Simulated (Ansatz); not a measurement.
# CsLiCr2Te2S3 under changes of volume

One of the cells (29.298 Å³/atom); the others are scaled copies at fixed shape and fractional positions:

```
Cs Li Cr Te S
1.0
     3.42162   -5.18069    0.00784
     3.42162    5.18069    0.00784
    -2.90411    0.00000    7.43093
Cs Li Cr Te S
1 1 2 2 3
Direct
  0.09374 0.09374 0.00853
  0.58875 0.58875 0.55336
  0.05646 0.46755 0.55790
  0.46755 0.05646 0.55790
  0.56486 0.87357 0.29035
  0.87357 0.56486 0.29035
  0.81151 0.39697 0.73347
  0.39697 0.81151 0.73347
  0.21404 0.21404 0.48371
```

The cell was built by a generator and needn't be a form met in nature.

```yaml
Program: Ansatz 0.2.0
Functional: PBE
Potentials_or_basis: Ansatz PAW
Cutoff: "420 eV (not typed: the program's choice for these potentials)"
k_mesh: 5 × 5 × 4
Occupations: fermi-dirac, width 0.05 eV
Spin: collinear spin, ferromagnetic start
Starting_moments: "[0.0, 0.0, 3.0, 3.0, 0.0, 0.0, 0.0, 0.0, 0.0] μB"
```

```tsv
volume (Å³/atom)	energy over the lowest point (meV/atom)	pressure (GPa)	moment (μB per cell)	largest force (eV/Å)
27.540	13.99	2.7	4.00	0.619
28.126	5.93	1.7	4.00	0.396
28.712	1.39	0.8	4.01	0.191
29.298	0.00	0.0	4.01	0.016
29.884	?	?	?	?
30.470	5.38	-1.4	4.02	0.339
31.056	11.58	-2.0	4.03	0.489
```

Q: What does the run at 29.884 Å³/atom give?

A: Energy over the lowest point 1.43 meV/atom; pressure -0.7 GPa; moment 4.02 μB per cell; largest force 0.176 eV/Å.

Worked out: A Birch-Murnaghan fit of order 3 (a polynomial in V^(-2/3)) to the other rows has its minimum at 29.28 Å³/atom with B0 = V·E''(V) = 39 GPa and B' = 4.6 at fixed shape and positions, which overstates the stiffness. It gives 1.43 meV/atom at 29.884 Å³/atom, against the run's 1.43, and -dE/dV = -0.7 GPa, against -0.7. A straight line through the other rows of the moment, of slope 0.00837 μB per Å³/atom, gives 4.02 μB, against the run's 4.02.

Energies are extrapolated to zero smearing.

Caveats: only a ferromagnetic start was run, and an antiferromagnetic order may lie lower in energy.
